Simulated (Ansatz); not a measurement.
# C₂H₇GaO: up Jacob's ladder to CCSD(T)

An exercise on one series of results from a longer session: the logs are not shown, and one member is left open.

Program: Ansatz 0.2.0, Gaussian basis. Level of theory: functionals in def2-TZVPP, the program's frozen cores in correlated methods. These are calculated values, not measurements.

The runs, in order: LDA (SPW92), PBE-D4, revPBE-D4, BLYP-D4, r2SCAN-D4, B97M-V, PBE0-D4, B3LYP-D4, r2SCANh-D4, r2SCAN0-D4, HSE06-D4, BHLYP-D4, CAM-B3LYP-D4, LC-ωPBE, ωB97X-V, ωB97M-V, B2PLYP, PBE-QIDH; CCSD(T)/def2-SVP; CCSD(T)/def2-TZVPP; MP2/def2-QZVPP; extrapolation to the limit; RPA on PBE.

## Structure used throughout

The geometry comes from an earlier relaxation with PBE0-D4 in a triple-zeta def2 set; it is a stationary point, not always the lowest conformer.

SMILES `C[O][GaH][CH3]`, 11 atoms, charge 0, spin multiplicity 1.

Atoms are counted from 1 here; the program's logs count them from 0.

Bond lengths: C1–O2 1.399 Å, C1–H5 1.097 Å, C1–H6 1.097 Å, C1–H7 1.099 Å, O2–Ga3 1.790 Å, Ga3–C4 1.962 Å, Ga3–H8 1.559 Å, C4–H9 1.093 Å, C4–H10 1.090 Å, C4–H11 1.093 Å. Angles: O2–C1–H5 110.2°, O2–C1–H6 110.2°, O2–C1–H7 113.5°, H5–C1–H6 107.6°, H5–C1–H7 107.6°, H6–C1–H7 107.6°, C1–O2–Ga3 124.2°, O2–Ga3–C4 117.5°, O2–Ga3–H8 112.0°, C4–Ga3–H8 130.6°, Ga3–C4–H9 110.4°, Ga3–C4–H10 111.4°, Ga3–C4–H11 110.5°, H9–C4–H10 108.5°, H9–C4–H11 107.5°, H10–C4–H11 108.6°.

The first run:

in.yaml

```yaml
crystal:
  periodic: [false, false, false]
  atoms:
    - {symbol: C, position_ang: [-0.791592, 1.602448, 0.445597]}
    - {symbol: O, position_ang: [-0.543491, 0.539342, 1.321138]}
    - {symbol: Ga, position_ang: [0.230402, -1.001350, 0.840083]}
    - {symbol: C, position_ang: [0.760143, -1.199952, -1.038236]}
    - {symbol: H, position_ang: [-0.273673, 2.505250, 0.790650]}
    - {symbol: H, position_ang: [-1.864761, 1.825654, 0.416612]}
    - {symbol: H, position_ang: [-0.465319, 1.405845, -0.585502]}
    - {symbol: H, position_ang: [0.366610, -1.985653, 2.041367]}
    - {symbol: H, position_ang: [-0.112845, -1.118062, -1.690483]}
    - {symbol: H, position_ang: [1.236480, -2.164368, -1.217377]}
    - {symbol: H, position_ang: [1.458036, -0.409143, -1.323850]}
basis:
  gaussian: {orbitals: def2-TZVPP}
hamiltonian: {xc: lda}
output: {orbitals: {seedname: orbitals}}
```

Among the steps run: LDA; PBE-D4 (GGA); revPBE-D4 (GGA); BLYP-D4 (GGA); r2SCAN-D4 (meta-GGA); B97M-V (meta-GGA); PBE0-D4 (hybrid); B3LYP-D4 (hybrid); r2SCANh-D4 (hybrid); r2SCAN0-D4 (hybrid); HSE06-D4 (hybrid); BHLYP-D4 (hybrid); CAM-B3LYP-D4 (range-separated); LC-ωPBE (range-separated); ωB97X-V (range-separated); ωB97M-V (range-separated); B2PLYP (double hybrid); PBE-QIDH (double hybrid).

One table of the session follows, with a row left open; its other results are not shown here.

It belongs to the step «Frontier levels by functional». 

```
  functional  HOMO (eV)  gap (eV)
 LDA (SPW92)      -6.35      4.57
      PBE-D4      -6.19      4.65
   revPBE-D4      -6.13      4.70
     BLYP-D4      -6.11      4.61
   r2SCAN-D4      -6.47      5.21
      B97M-V          ?         ?
     PBE0-D4      -7.64      6.88
    B3LYP-D4      -7.42      6.38
  r2SCANh-D4      -7.01      6.03
  r2SCAN0-D4      -7.85      7.26
    HSE06-D4      -7.23      6.11
    BHLYP-D4      -9.04      8.99
CAM-B3LYP-D4      -9.10      9.22
     LC-ωPBE     -10.44     11.76
     ωB97X-V     -10.11     11.26
     ωB97M-V     -10.02     10.92
```

Estimate the missing values for B97M-V.

As computed: HOMO (eV): -6.58; gap (eV): 5.09. In the column «HOMO (eV)» it lies between r2SCANh-D4 (-7.01) and r2SCAN-D4 (-6.47).
